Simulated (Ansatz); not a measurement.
# H₅NOSiZn: one species, many methods

One table from this session's results is given with a row withheld; the runs are named, their logs left out.

Program: Ansatz 0.2.0, Gaussian basis. Level of theory: functionals in def2-TZVPP, the program's frozen cores in correlated methods. These are calculated values, not measurements.

Plan: LDA (SPW92), PBE-D4, revPBE-D4, BLYP-D4, r2SCAN-D4, B97M-V, PBE0-D4, B3LYP-D4, r2SCANh-D4, r2SCAN0-D4, HSE06-D4, BHLYP-D4, CAM-B3LYP-D4, LC-ωPBE, ωB97X-V, ωB97M-V, B2PLYP, PBE-QIDH; CCSD(T)/def2-SVP; CCSD(T)/def2-TZVPP; MP2/def2-QZVPP; extrapolation to the limit; RPA on PBE.

**The relaxed structure**

The geometry comes from an earlier relaxation with PBE0-D4 in a triple-zeta def2 set; it is a stationary point, not always the lowest conformer.

9 atoms, charge 0, spin multiplicity 1.

Atoms are counted from 1 here; the program's logs count them from 0.

Bond lengths: N1–Si2 1.703 Å, N1–H5 1.007 Å, N1–H6 1.007 Å, Si2–O3 1.650 Å, Si2–H7 1.486 Å, Si2–H9 1.488 Å, O3–H8 0.958 Å. Angles: Si2–N1–H5 121.1°, Si2–N1–H6 120.5°, H5–N1–H6 111.3°, N1–Si2–O3 111.6°, N1–Si2–H7 106.8°, N1–Si2–H9 108.7°, O3–Si2–H7 110.3°, O3–Si2–H9 108.9°, H7–Si2–H9 110.5°, Si2–O3–H8 117.7°.

The first run:

Input file in.yaml:

```yaml
crystal:
  periodic: [false, false, false]
  atoms:
    - {symbol: N, position_ang: [-0.619702, 1.015013, -0.195083]}
    - {symbol: Si, position_ang: [0.193935, -0.406219, 0.273864]}
    - {symbol: O, position_ang: [-0.326487, -0.947536, 1.743654]}
    - {symbol: Zn, position_ang: [1.272919, 0.749638, -3.185492]}
    - {symbol: H, position_ang: [-1.598533, 0.999956, -0.430903]}
    - {symbol: H, position_ang: [-0.347721, 1.907525, 0.182869]}
    - {symbol: H, position_ang: [1.641770, -0.074710, 0.328481]}
    - {symbol: H, position_ang: [-0.065260, -1.830143, 2.010623]}
    - {symbol: H, position_ang: [-0.062422, -1.459724, -0.744912]}
basis:
  gaussian: {orbitals: def2-TZVPP}
hamiltonian: {xc: lda}
output: {orbitals: {seedname: orbitals}}
```

Run with:

```sh
$ ansatz run in.yaml --threads 4 --pin off --events-out ev --progress --plain --max-ram 10444MiB
```

Steps of the session up to this table: LDA; PBE-D4 (GGA); revPBE-D4 (GGA); BLYP-D4 (GGA); r2SCAN-D4 (meta-GGA); B97M-V (meta-GGA); B3LYP-D4 (hybrid); r2SCANh-D4 (hybrid); r2SCAN0-D4 (hybrid); HSE06-D4 (hybrid); BHLYP-D4 (hybrid); CAM-B3LYP-D4 (range-separated); LC-ωPBE (range-separated); ωB97X-V (range-separated); ωB97M-V (range-separated); B2PLYP (double hybrid); PBE-QIDH (double hybrid).

One table of the session follows, with a row left open; its other results are not shown here.

It belongs to the step «Frontier levels by functional». 

| functional | HOMO (eV) | gap (eV) |
| --- | --- | --- |
| LDA (SPW92) | -5.64 | 4.46 |
| PBE-D4 | -5.40 | 4.40 |
| revPBE-D4 | -5.31 | 4.39 |
| BLYP-D4 | ? | ? |
| r2SCAN-D4 | -5.62 | 4.90 |
| B97M-V | -5.36 | 4.39 |
| PBE0-D4 | -6.15 | 5.79 |
| B3LYP-D4 | -6.11 | 5.55 |
| r2SCANh-D4 | -5.91 | 5.41 |
| r2SCAN0-D4 | -6.34 | 6.13 |
| HSE06-D4 | -5.75 | 5.03 |
| BHLYP-D4 | -6.85 | 7.09 |
| CAM-B3LYP-D4 | -7.44 | 7.86 |
| LC-ωPBE | -8.51 | 9.89 |
| ωB97X-V | -8.23 | 9.51 |
| ωB97M-V | -8.24 | 9.30 |

Estimate the missing values for BLYP-D4.

Worked estimate for «HOMO (eV)». Against the share of exact exchange, B3LYP-D4 (0.2, -6.11), BHLYP-D4 (0.5, -6.85) give a slope of -2.47 per unit share; at 0 the line stands at -5.62.

As computed: HOMO (eV): -5.35; gap (eV): 4.42. In «HOMO (eV)» the line misses by -0.27.
